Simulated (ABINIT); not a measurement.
Input of an ABINIT 10.8.3 (patched build) run:

Contents of run.abi:

```
# Pseudopotentials
pp_dirpath "./"
pseudos "Ta.GGA_PBE-JTH.xml, O.GGA_PBE-JTH.xml"

# Structure
acell 3*1.0
rprim
     5.7941081680     0.0000000000     0.0000000000
    -2.8970635326     5.0178464705     0.0000000000
     0.0000000000     0.0000000000     7.2849320050
ntypat 2
znucl 73 8
natom 2
typat 1 2
xcart
     0.0000000000     0.0000000000     3.6424660025
     0.0000000000     0.0000000000     0.0000000000

# Plane-wave basis
ecut 28.0
pawecutdg 50.0
pawxcdev 0
pawovlp 30

# k points
kptopt 1
ngkpt 10 10 7
nshiftk 1
shiftk 0.0 0.0 0.0

# Exchange and correlation
ixc 15

# Bands and occupations
nband 14
occopt 3
tsmear 0.00183747

# SCF cycle
nstep 100
tolvrs 1.0e-9

# Output
iomode 3
prtwf 0
prteig 0
prtebands 0
enunit 2
prtden 1
prtvha 1
prtvclmb 1
prtpot 1
```

Potentials or basis: JTH PAW PBE v2.0.

Command:

```sh
$ abinit run.abi > log 2>&1
```

**Question.** What does it give for the band gap on the k mesh?

**Answer.** None (metal or under the smearing width).

**Question.** Estimate the pressure.

**Answer.** 3.5 GPa.

Stress tensor (GPa, compression positive):
```
2.31 0.00 0.00
0.00 2.31 0.00
0.00 0.00 6.02
```

Caveat: the PAW data sets were made with another functional, which shifts forces and pressure a little; an odd number of electrons without spin polarisation forces a metal; a magnetic or distorted state may lie lower; the atomic spheres overlap. Spin-orbit coupling is left out, which matters for the levels of Ta.
